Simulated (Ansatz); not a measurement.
# doublet SnSe+ at 6 levels

We compute a comparison of 6 runs (UHF/STO-3G, UHF/def2-TZVP, UB3LYP/def2-TZVP, UHSE06/def2-TZVP, UBCCD(T)/def2-TZVP, UCCSD/def2-TZVP) of doublet SnSe+. 

The calculation is run with Ansatz 0.2.0.

26 further runs of the same task are left out: 26 set aside as unsound or not needed.

## (1) The system as given

SnSe+: 2 atoms, total charge +1, spin state doublet. SMILES of the parent species: `[Se][Sn]`. The shape is that of a PBE0-D4/def2-TZVP optimisation. That shape belongs to the parent species and isn't relaxed for this state.

Bond lengths: Se1–Sn2 2.325 Å.

## (2) The energy at UHF/STO-3G (run 1)

run.yaml

```yaml
crystal:
  periodic: [false, false, false]
  atoms:
    - {symbol: Se, position_ang: [0.000000, -0.000000, 0.006530]}
    - {symbol: Sn, position_ang: [-0.000000, 0.000000, 2.331810]}
basis:
  gaussian:
    orbitals: STO-3G
total_charge: 1
magnetization:
  spin_polarized: true
  initial_magnetization: 1
hamiltonian:
  xc: hf
accuracy: high
output: {orbitals: {seedname: orbitals}}
```

On the command line:

```bash
ansatz run run.yaml --threads 1 --pin off --max-ram 3480MiB --events-out events.jsonl --progress --plain --runs-dir runs
```

Output:

```text
Warning: RAYON_NUM_THREADS=1 ignored (pool sized by the plan → 1); use --threads N
Functional definition: HF
  name "HF"
  exchange = exact_x
  correlation = 0
711 factors; integrals over basis functions are off by at most 1.8e-8 eV
mean field evaluation 1: about -226845.6978 eV, gradient 1.9e1 eV
mean field evaluation 2: about -226845.7383 eV, gradient 1.9e1 eV
mean field evaluation 4: about -226852.0595 eV, gradient 2.7e0 eV
mean field evaluation 8: about -226852.2020 eV, gradient 1.7e-1 eV
mean field evaluation 16: about -226852.4734 eV, gradient 1.8e-2 eV
mean field evaluation 32: about -226852.4656 eV, gradient 4.7e-2 eV
mean field evaluation 64: about -226845.6978 eV, gradient 1.9e1 eV
mean field evaluation 96: about -226852.6865 eV, gradient 1.1e0 eV
mean field evaluation 128: about -226851.6418 eV, gradient 4.3e0 eV
mean field evaluation 160: about -226852.3287 eV, gradient 9.2e-1 eV
mean field evaluation 192: about -226852.4629 eV, gradient 2.0e-1 eV
mean field evaluation 224: about -226852.4733 eV, gradient 1.5e-2 eV
mean field evaluation 256: about -226852.4708 eV, gradient 5.2e-2 eV
mean field -226852.82968848 eV, -8336.6877246809 hartree, gradient 2.3e-8 eV, S^2 0.977554; 10 other end points of the search recorded, 0 dependent functions left out
reference -226852.82968848 eV, -8336.6877246809 hartree; 42, 41 occupied and 3, 4 virtual orbitals, 711 factors
Total energy: -226852.82968848 eV, -8336.6877246809 hartree
```

It took 6.6 s on 1 thread of Arm Neoverse V2, shared host; peak memory 0.16 GiB.

## (3) A single-point energy at UHF/def2-TZVP (core potential) (run 2)

job.yaml

```yaml
basis:
  gaussian: {orbitals: def2-TZVP}
crystal:
  periodic: [false, false, false]
  atoms:
    - symbol: Se
      position_ang: [0.000000, -0.000000, 0.006530]
    - symbol: Sn
      position_ang: [-0.000000, 0.000000, 2.331810]
total_charge: 1
magnetization: {spin_polarized: true, initial_magnetization: 1}
hamiltonian: {xc: hf}
accuracy: high
output: {orbitals: {seedname: orbitals}}
```

On the command line:

```bash
ansatz run job.yaml --threads 1 --pin off --max-ram 3480MiB --events-out events.jsonl --progress --plain --runs-dir runs
```

Output (excerpt; [...] marks lines left out):

```text
Warning: RAYON_NUM_THREADS=1 ignored (pool sized by the plan → 1); use --threads N
[... 2 set-up lines as earlier in the session ...]
[...]
1498 factors; integrals over basis functions are off by at most 4.7e-9 eV
[...]
mean field -71102.42873079 eV, -2612.9660608994 hartree, gradient 1.4e-8 eV, S^2 0.762321; 8 other end points of the search recorded, 0 dependent functions left out
reference -71102.42873079 eV, -2612.9660608994 hartree; 28, 27 occupied and 70, 71 virtual orbitals, 1498 factors
Total energy: -71102.42873079 eV, -2612.9660608994 hartree
```

Run time: 19 s. Hardware: 1 thread of Arm Neoverse V2, shared host; peak memory 0.45 GiB.

Run 3 isn't shown in full; the table further down has it.

## (4) The energy at UHSE06/def2-TZVP (core potential) (run 4)

molecule.yaml

```yaml
crystal:
  periodic: [false, false, false]
  atoms:
    - symbol: Se
      position_ang: [0.000000, -0.000000, 0.006530]
    - symbol: Sn
      position_ang: [-0.000000, 0.000000, 2.331810]
basis:
  gaussian:
    orbitals: def2-TZVP
hamiltonian:
  xc: {name: HSE06}
output: {orbitals: {seedname: orbitals}}
total_charge: 1
magnetization:
  spin_polarized: true
  initial_magnetization: 1
accuracy: high
```

On the command line:

```bash
ansatz run molecule.yaml --threads 1 --pin off --max-ram 3480MiB --events-out events.jsonl --progress --plain --runs-dir runs
```

Output (excerpt; [...] marks lines left out):

```text
Warning: RAYON_NUM_THREADS=1 ignored (pool sized by the plan → 1); use --threads N
Functional definition: HSE06
  name "HSE06"
[...]
1498 factors; integrals over basis functions are off by at most 4.7e-9 eV
94 factors; integrals over basis functions are off by at most 2.0e-9 eV
[...]
mean field -71166.00260793 eV, -2615.3023577923 hartree, gradient 1.1e-8 eV, S^2 0.755176; 7 other end points of the search recorded, 0 dependent functions left out
reference -71166.00261060 eV, -2615.3023578904 hartree; 28, 27 occupied and 70, 71 virtual orbitals, 1498 factors
Total energy: -71166.00261060 eV, -2615.3023578904 hartree
```

It took 44 s on 1 thread of Arm Neoverse V2, shared host; peak memory 0.42 GiB.

Run 5 isn't shown in full; the table further down has it.

## (5) The energy at UCCSD/def2-TZVP (core potential) (run 6)

run.yaml: that of step 2 with these lines changed.

```diff
@@ -7,3 +7,3 @@
   gaussian:
-    orbitals: STO-3G
+    orbitals: def2-TZVP
 total_charge: 1
@@ -12,5 +12,7 @@
   initial_magnetization: 1
-hamiltonian:
-  xc: hf
+correlation:
+  method: ccsd
+  frozen_orbitals: {Se: 9, Sn: 4}
 accuracy: high
-output: {orbitals: {seedname: orbitals}}
+scf:
+  omitted_lower_state_checks: [cluster_reference, increment]
```

On the command line:

```bash
ansatz run run.yaml --threads 1 --pin off --max-ram 3480MiB --events-out events.jsonl --progress --plain --runs-dir runs
```

Output (excerpt; [...] marks lines left out):

```text
Warning: RAYON_NUM_THREADS=1 ignored (pool sized by the plan → 1); use --threads N
[... 2 set-up lines as earlier in the session ...]
[...]
1498 factors; integrals over basis functions are off by at most 4.7e-9 eV
[...]
mean field -71102.42873079 eV, -2612.9660608994 hartree, gradient 1.4e-8 eV, S^2 0.762321; 19 other end points of the search recorded, 0 dependent functions left out
13 core orbitals not correlated: weight in the atoms' cores, before any rotation towards them, 1.000 or more for the frozen orbitals, at most 0.000 for the correlated occupied ones
reference -71102.42873079 eV, -2612.9660608994 hartree; 15, 14 occupied and 70, 71 virtual orbitals, 1498 factors
second order -13.93581695 eV of doubles, -0.00000000 eV of singles
cycle   1  -13.54696957 eV  change    3.9e-1 eV  update   9.2e-2
[...]
cycle  22  -13.95285620 eV  change  -1.3e-10 eV  update   3.1e-9
Total energy: -71116.38158699 eV, -2613.4788189071 hartree
Checks for a lower state left out: cluster_reference, increment
```

Run time: 44 s. Hardware: 1 thread of Arm Neoverse V2, shared host; peak memory 0.7 GiB.

## (6) All runs side by side

```
run                                level  core potential  frozen core orbitals   energy (Eh)  HOMO energy (eV)  LUMO energy (eV)   ⟨S²⟩  wall time
  1                           UHF/STO-3G            none                     –  -8336.687725            -13.05             -4.67  0.978      6.6 s
  2       UHF/def2-TZVP (core potential)       def2-TZVP                     –  -2612.966061            -15.48             -7.15  0.762       19 s
  3    UB3LYP/def2-TZVP (core potential)       def2-TZVP                     –  -2615.687545            -13.18            -11.44  0.754       47 s
  4    UHSE06/def2-TZVP (core potential)       def2-TZVP                     –  -2615.302358            -12.97            -11.44  0.755       44 s
  5  UBCCD(T)/def2-TZVP (core potential)       def2-TZVP                    13  -2613.496476                 –                 –  0.762       75 s
  6     UCCSD/def2-TZVP (core potential)       def2-TZVP                    13  -2613.478819                 –                 –  0.762       44 s
```

## (7) Summary of results

```
                                           quantity           value
                                run 6: total energy  -2613.47882 Eh
run 6: correlation energy (13 core orbitals frozen)      -512.8 mEh
           run 6: ⟨S²⟩ of the reference determinant           0.762
                               run 6: T1 diagnostic           0.015
```

What this shows: Below the UHF energy at the same shape and in the same basis (def2-TZVP): UBCCD(T) -530.4 mEh; UCCSD -512.8 mEh. Totals of different functionals can't be ranked against each other. Some runs of one species differ in core potentials or relativity; totals across that change don't compare. In run 1 the basis is minimal, so the values are rough. In run 1 relativity is left out where basis or elements ask for it. Spin contamination of the reference: run 1 ⟨S²⟩ = 0.98. All runs together took 3.9 min, the longest 75 s.
